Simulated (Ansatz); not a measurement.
# Al: the cost of one run

Program: Ansatz 0.2.0. Level of theory: DFT r2SCAN, scalar-relativistic, plane waves, PAW. These are calculated values, not measurements.

## (1) The structure to begin with

The structure is cubic, space group Fm-3m (No. 225). The conventional cell has a = 4.040 Å, b = 4.040 Å, c = 4.040 Å, α = 90.00°, β = 90.00°, γ = 90.00°. Al (site symmetry m-3m) has 12 Al at 2.86 Å as nearest neighbours.

Structure file:

```
Al
1.0
     0.00000    2.02000    2.02000
     2.02000    0.00000    2.02000
     2.02000    2.02000    0.00000
Al
1
Cartesian
  0.0000 0.0000 0.0000
```

## (2) Relaxing cell and atoms: Al, no spin

input.yaml reads:

```yaml
crystal:
  lattice:
    - [0.0, 2.02, 2.02]
    - [2.02, 0.0, 2.02]
    - [2.02, 2.02, 0.0]
  atoms:
    - { symbol: Al, position: [0.0, 0.0, 0.0] }
scf:
  occupations: { method: methfessel_paxton, width: 0.1 }
output:
  forces: true
  stress: true
  eigenvalues: true
hamiltonian:
  xc: r2scan
kpoints:
  mp_grid: { grid: [20, 20, 20] }
relax:
  f_tol: 0.005
  adjacent_minimum: "off"
  cell: { stress_tol: 0.02 }
```

Run with:

```console
ansatz run input.yaml --threads 4 --pin off --max-ram 14336MiB --backend cpu --events-out ev --progress --plain --runs-dir out
```

**Question.** How long does this run take on 4 threads of Intel Xeon Platinum 8259CL at 2.50GHz (Skylake/Cascade Lake), shared host, and how much memory does it need?

About 5.9 s, with a peak of 0.45 GiB.
